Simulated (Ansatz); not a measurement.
# InSe2: tests of the settings

The task here is to estimate one member of a computed series from the others.

Program: Ansatz 0.2.0. Level of theory: DFT PBE, scalar-relativistic, plane waves, PAW. These are calculated values, not measurements.

2 further runs of the same task are left out: 1 for a known fault of the program, 1 set aside as unsound or not needed.

### Starting point

It takes space group P4/nmm (No. 129, tetragonal). The conventional cell has a = 3.895 Å, b = 3.895 Å, c = 9.626 Å, α = 90.00°, β = 90.00°, γ = 90.00°. In (site symmetry 4mm) has 4 Se at 2.84 Å as nearest neighbours. Se (site symmetry 4mm) is surrounded by 4 In at 2.84 Å. Around Se (site symmetry -4m2) lie 4 Se at 2.75 Å.

Structure file:

```xyz
6
Lattice="3.8949 0.0000 0.0000 0.0000 3.8949 0.0000 0.0000 0.0000 9.6262" Properties=species:S:1:pos:R:3 pbc="T T T"
In    0.0000    1.9474    6.8006
In    1.9474    0.0000    2.8256
Se    0.0000    1.9474    3.5252
Se    1.9474    0.0000    6.1010
Se    0.0000    0.0000    0.0000
Se    1.9474    1.9474    0.0000
```

Source of the structure: the Materials Project (structure only). It is taken as it stands there.

### The base input

input.yaml reads:

```yaml
crystal:
  lattice:
    - [3.894893, 0.0, 0.0]
    - [0.0, 3.894893, 0.0]
    - [0.0, 0.0, 9.626231]
  atoms:
    - { symbol: In, position: [0.0, 0.5, 0.706468] }
    - { symbol: In, position: [0.5, 0.0, 0.293532] }
    - { symbol: Se, position: [0.0, 0.5, 0.366212] }
    - { symbol: Se, position: [0.5, 0.0, 0.633788] }
    - { symbol: Se, position: [0.0, 0.0, 0.0] }
    - { symbol: Se, position: [0.5, 0.5, 0.0] }
basis:
  ecutwfc: 420
kpoints:
  mp_grid: { grid: [10, 10, 4] }
hamiltonian:
  xc: pbe
scf:
  occupations: { method: gaussian, width: 0.1 }
output:
  forces: true
  stress: true
  eigenvalues: true
  populations: true
```

Its results, from an earlier run: -5512.1914 eV/atom at zero smearing, pressure -0.10 GPa, largest force 0.055 eV/Å, no gap on the mesh, in 9 SCF cycles and 37 s.

Set-up of the first run:

input.yaml reads:

```yaml
crystal:
  lattice:
    - [3.894893, 0.0, 0.0]
    - [0.0, 3.894893, 0.0]
    - [0.0, 0.0, 9.626231]
  atoms:
    - { symbol: In, position: [0.0, 0.5, 0.706468] }
    - { symbol: In, position: [0.5, 0.0, 0.293532] }
    - { symbol: Se, position: [0.0, 0.5, 0.366212] }
    - { symbol: Se, position: [0.5, 0.0, 0.633788] }
    - { symbol: Se, position: [0.0, 0.0, 0.0] }
    - { symbol: Se, position: [0.5, 0.5, 0.0] }
basis:
  ecutwfc: 150
kpoints:
  mp_grid: { grid: [10, 10, 4] }
hamiltonian:
  xc: pbe
scf:
  occupations: { method: gaussian, width: 0.1 }
output:
  forces: true
  stress: true
  eigenvalues: true
```

Command:

```bash
$ ansatz run input.yaml --threads 1 --pin off --max-ram 2560MiB --backend cpu --events-out ev --progress --plain --runs-dir out
```

Among the steps run: Plane-wave cutoff: 150 eV; Plane-wave cutoff set to 200 eV; Plane-wave cutoff set to 250 eV; Plane-wave cutoff: 300 eV; Plane-wave cutoff: 350 eV; Plane-wave cutoff set to 380 eV; Plane-wave cutoff set to 460 eV; Plane-wave cutoff: 520 eV; Plane-wave cutoff: 600 eV; Plane-wave cutoff: 700 eV; Plane-wave cutoff set to 850 eV.

One of the session's tables, all rows but one given; the rest of the session is left out.

It belongs to the step «What the plane-wave cutoff changes». 

| cutoff (eV) | ΔE (meV/atom) | pressure (GPa) | largest change of a force component (eV/Å) |
| --- | --- | --- | --- |
| 150 | 28402 | -13.05 | 1.016 |
| 200 | ? | ? | ? |
| 250 | 573 | 0.19 | 0.068 |
| 300 | 41.1 | -0.09 | 0.005 |
| 350 | 2.25 | -0.09 | 0.001 |
| 380 | 1.40 | -0.10 | 0.001 |
| 420 | 0.94 | -0.10 | 0.001 |
| 460 | 0.45 | -0.11 | 0.000 |
| 520 | 0.19 | -0.11 | 0.000 |
| 600 | 0.08 | -0.11 | 0.000 |
| 700 | 0.03 | -0.11 | 0.000 |
| 850 | 0.00 | -0.11 | 0.000 |

Estimate the missing values for cutoff (eV) = 200.

Worked estimate for «ΔE (meV/atom)». A straight line through the neighbours (150, 28402) and (250, 573) gives 28402 + (573 − 28402) × (200 − 150) / (250 − 150) = 14488; a parabola fitted to 3 rows on both sides gives 10027.

The run gave: ΔE (meV/atom): 4651; pressure (GPa): -0.95; largest change of a force component (eV/Å): 0.122. In «ΔE (meV/atom)» the line misses by +9837 and the parabola by +5376.

To keep in mind: The settings are coarse, so take the values as rough. The final runs have no spin polarisation, so no magnetic state was tried and one may lie lower. Warnings in the runs' records: cutoff below recommended.
